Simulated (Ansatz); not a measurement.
# AlP7: the cost of one run

Program: Ansatz 0.2.0. Level of theory: DFT PBE, scalar-relativistic, plane waves, PAW. These are calculated values, not measurements.

1 further run of the same task is left out (it didn't finish).

### 1 Starting point

The structure is cubic, space group P-43m (No. 215). The conventional cell has a = 5.872 Å, b = 5.872 Å, c = 5.872 Å, α = 90.00°, β = 90.00°, γ = 90.00°. Around Al (site symmetry -43m) lie 4 P at 2.57 Å. Around P (site symmetry 3m) lie 3 P at 2.53 Å and 1 Al at 2.57 Å. Around P (site symmetry -42m) lie 4 P at 2.53 Å.

As a file:

```
Al P
1.0
     5.87210    0.00000    0.00000
     0.00000    5.87210    0.00000
     0.00000    0.00000    5.87210
Al P
1 7
Direct
  0.00000 0.00000 0.00000
  0.25262 0.25262 0.25262
  0.00000 0.50000 0.50000
  0.50000 0.50000 0.00000
  0.50000 0.00000 0.50000
  0.74738 0.25262 0.74738
  0.74738 0.74738 0.25262
  0.25262 0.74738 0.74738
```

A structure generator made this guess: species swapped into a database cell of Si7Ge (P-43m, No. 215), with P on the Si sites and Al on the Ge sites. Lengths come from tabulated atomic sizes and are only a guess.

### 2 The guess as it stands, on a coarse mesh

input.yaml reads:

```yaml
crystal:
  lattice:
    - [5.87210182, 0.0, 0.0]
    - [0.0, 5.87210182, 0.0]
    - [0.0, 0.0, 5.87210182]
  atoms:
    - { symbol: Al, position: [0.0, 0.0, 0.0] }
    - { symbol: P, position: [0.25261521, 0.25261521, 0.25261521] }
    - { symbol: P, position: [0.0, 0.5, 0.5] }
    - { symbol: P, position: [0.5, 0.5, 0.0] }
    - { symbol: P, position: [0.5, 0.0, 0.5] }
    - { symbol: P, position: [0.74738479, 0.25261521, 0.74738479] }
    - { symbol: P, position: [0.74738479, 0.74738479, 0.25261521] }
    - { symbol: P, position: [0.25261521, 0.74738479, 0.74738479] }
basis:
  ecutwfc: 420
kpoints:
  mp_grid: { grid: [4, 4, 4] }
hamiltonian:
  xc: pbe
scf:
  occupations: { method: gaussian, width: 0.1 }
  lower_state_search: "off"
output:
  forces: true
  stress: true
  eigenvalues: true
```

Run with:

```console
ansatz run input.yaml --threads 1 --pin off --max-ram 2048MiB --backend cpu --events-out ev --progress --plain --runs-dir out
```

Q: Estimate wall time and peak memory on 1 thread of Arm Neoverse V1, shared host.

About 5.2 s, with a peak of 0.33 GiB.
